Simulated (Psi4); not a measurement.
**InF (SMILES [F][In]) at BLYP/def2-TZVPP (core potential)**

What is the vertical singlet–triplet gap of InF at BLYP/def2-TZVPP (core potential)? 

The results are computed with Psi4 1.11.

**1. The molecule**

InF: 2 atoms, total charge 0, spin state singlet. As SMILES, `[F][In]`. The shape is that of a PBE0-D4/def2-TZVP optimisation.

Bond lengths: F1–In2 1.994 Å.

**2. A single-point energy at BLYP/def2-TZVPP (core potential)**

calc.inp

```
memory 1.6 GB

molecule m {
  0 1
  F      0.000000     0.000000     0.015910
  In     0.000000     0.000000     2.009580
  symmetry c1
  no_reorient
  no_com
}

set {
  basis def2-TZVPP
  puream true
  e_convergence 1e-09
  d_convergence 1e-08
  scf_type pk
  dft_radial_points 99
  dft_spherical_points 590
}

energy("blyp")
print_variables()
```

The run is started by

```
$ psi4 -n 1 calc.inp calc.out
```

calc.out:

```text
[...]
    !!!  WARNING: ECP capability is in beta. Please check occupations closely.  !!!
[...]
  Running in c1 symmetry.
[...]
  Nuclear repulsion =   50.166021867525714
[...]
  Multiplicity = 1
[...]
  Nalpha       = 15
  Nbeta        = 15
[...]
    Number of basis functions: 81
[...]
   @RKS iter   1:  -289.81553127025916   -8.35945e-01   1.01137e-02 ADIIS/DIIS
[...]
   @RKS iter  12:  -290.05147313009883   -5.62750e-12   2.26972e-09 DIIS
[...]
    Orbital Energies [Eh]
    ---------------------
    Doubly Occupied:
       1A    -24.188977     2A     -4.474412     3A     -2.915632
       4A     -2.915632     5A     -2.906700     6A     -0.964139
       7A     -0.679251     8A     -0.679251     9A     -0.672094
      10A     -0.672094    11A     -0.666950    12A     -0.345561
      13A     -0.276985    14A     -0.276985    15A     -0.235084
[...]
  @RKS Final Energy:  -290.05147313009883
   => Energetics <=
    Nuclear Repulsion Energy =             50.1660218675257141
    One-Electron Energy =                -575.4617094325105882
    Two-Electron Energy =                 262.4001106071938807
    DFT Exchange-Correlation Energy =     -27.1558961723078411
    Empirical Dispersion Energy =           0.0000000000000000
    VV10 Nonlocal Energy =                  0.0000000000000000
    Total Energy =                       -290.0514731300988274
[...]
 Multipole Moments:
 ------------------------------------------------------------------------------------
     Multipole            Electronic (a.u.)      Nuclear  (a.u.)        Total (a.u.)
 ------------------------------------------------------------------------------------
 L = 1.  Multiply by 2.5417464519 to convert [e a0] to [Debye]
 Dipole X            :         -0.0000000            0.0000000           -0.0000000
 Dipole Y            :         -0.0000000            0.0000000           -0.0000000
 Dipole Z            :        -78.8050295           80.0192623            1.2142327
 Magnitude           :                                                    1.2142327
[...]
```

It took 7.5 s on 1 thread of Intel Xeon Platinum 8259CL at 2.50GHz (Skylake/Cascade Lake), shared host; peak memory 0.52 GiB.

**3. The triplet: energy and forces at UBLYP/def2-TZVPP (core potential)**

fin.json

```json
{
 "schema_name": "qcschema_input",
 "schema_version": 1,
 "molecule": {
  "schema_name": "qcschema_molecule",
  "schema_version": 2,
  "symbols": ["F", "In"],
  "geometry": [0.0, 0.0, 0.03006554, 0.0, 0.0, 3.79755583],
  "molecular_charge": 0,
  "molecular_multiplicity": 3,
  "fix_symmetry": "c1",
  "fix_com": true,
  "fix_orientation": true
 },
 "driver": "gradient",
 "model": {
  "method": "blyp",
  "basis": "def2-TZVPP"
 },
 "keywords": {
  "reference": "uks",
  "puream": true,
  "e_convergence": 1e-09,
  "d_convergence": 1e-08,
  "scf_type": "pk",
  "dft_radial_points": 99,
  "dft_spherical_points": 590,
  "maxiter": 100,
  "scf_properties": ["WIBERG_LOWDIN_INDICES", "MAYER_INDICES", "QUADRUPOLE"]
 }
}
```

The run is started by

```
$ psi4 --qcschema fin.json -n 1 --memory 1600MB
```

stdout, cut to the lines that bear on the results:

```text
[...]
    !!!  WARNING: ECP capability is in beta. Please check occupations closely.  !!!
[...]
  Running in c1 symmetry.
[...]
  Nuclear repulsion =   50.166021794843168
[...]
  Multiplicity = 3
[...]
  Nalpha       = 16
  Nbeta        = 14
[...]
    Number of basis functions: 81
[...]
   @UKS iter   1:  -289.72280486871426   -7.42622e-01   8.71179e-03 ADIIS/DIIS
[...]
   @UKS iter  12:  -289.90351344086167   -8.69704e-12   9.38431e-09 DIIS
[...]
   @S^2 Observed:                2.001818938E+00
[...]
  @UKS Final Energy:  -289.90351344086167
   => Energetics <=
    Nuclear Repulsion Energy =             50.1660217948431679
    One-Electron Energy =                -574.0396647179213687
    Two-Electron Energy =                 261.0698820985421094
    DFT Exchange-Correlation Energy =     -27.0997526163255067
    Empirical Dispersion Energy =           0.0000000000000000
    VV10 Nonlocal Energy =                  0.0000000000000000
    Total Energy =                       -289.9035134408616727
[...]
 Multipole Moments:
 ------------------------------------------------------------------------------------
     Multipole            Electronic (a.u.)      Nuclear  (a.u.)        Total (a.u.)
 ------------------------------------------------------------------------------------
 L = 1.  Multiply by 2.5417464519 to convert [e a0] to [Debye]
 Dipole X            :         -0.0000012            0.0000000           -0.0000012
 Dipole Y            :         -0.0000001            0.0000000           -0.0000001
 Dipole Z            :        -79.0598922           80.0192623            0.9593701
 Magnitude           :                                                    0.9593701
 L = 2.  Multiply by 1.3450342976 to convert [e a0^2] to [Debye ang]
 Quadrupole XX       :        -19.0885768            0.0000000          -19.0885768
 Quadrupole XY       :         -0.0463043            0.0000000           -0.0463043
[...]
  -Total Gradient:
     Atom            X                  Y                   Z
    ------   -----------------  -----------------  -----------------
       1        0.000000008620     0.000000001116     0.007134716836
       2       -0.000000008619    -0.000000001116    -0.007127691739
[...]
```

The result, in JSON:

```text
{
 "driver": "gradient",
 "model": {
  "method": "blyp",
  "basis": "def2-TZVPP"
 },
 "success": true,
 "return_result": [8.620460663592698e-09, 1.1160844234969891e-09, 0.0071347168358257, -8.61873820927906e-09, -1.1161776331263893e-09, -0.007127691739199887],
 "properties": {
  "calcinfo_nbasis": 81,
  "calcinfo_nmo": 81,
  "calcinfo_nalpha": 16,
  "calcinfo_nbeta": 14,
  "calcinfo_natom": 2,
  "nuclear_repulsion_energy": 50.16602179484317,
  "return_energy": -289.9035134408617,
  "return_gradient": [8.620460663592698e-09, 1.1160844234969891e-09, 0.0071347168358257, -8.61873820927906e-09, -1.1161776331263893e-09, -0.007127691739199887],
  "scf_one_electron_energy": -574.0396647179214,
  "scf_two_electron_energy": 261.0698820985421,
  "scf_xc_energy": -27.099752616325507,
  "scf_dipole_moment": [-1.2076489879764503e-06, -1.2602473412226074e-07, 0.9593700537744496],
  "scf_total_energy": -289.9035134408617,
  "scf_total_gradient": [8.620460663592698e-09, 1.1160844234969891e-09, 0.0071347168358257, -8.61873820927906e-09, -1.1161776331263893e-09, -0.007127691739199887],
  "scf_iterations": 12
 }
}
```

Wall time 17 s (1 thread of Intel Xeon Platinum 8259CL at 2.50GHz (Skylake/Cascade Lake), shared host); peak memory 0.52 GiB.

**4. Outcome**

At BLYP/def2-TZVPP (core potential):

| quantity | value |
| --- | --- |
| singlet: total energy | -290.05147 Eh |
| singlet: dipole moment | 3.09 D |
| singlet: HOMO energy | -6.40 eV |
| singlet: LUMO energy | -2.19 eV |
| singlet: HOMO–LUMO gap | 4.20 eV |
| triplet: total energy | -289.90351 Eh |
| triplet: dipole moment | 2.44 D |
| triplet: HOMO energy (highest over α and β) | -3.00 eV |
| triplet: ⟨S²⟩ | 2.002 |
| triplet: largest force on an atom | 0.367 eV/Å |
| vertical energy of the triplet above the singlet | 4.026 eV |

In words: At this shape the triplet lies 4.03 eV (93 kcal/mol) above the singlet.
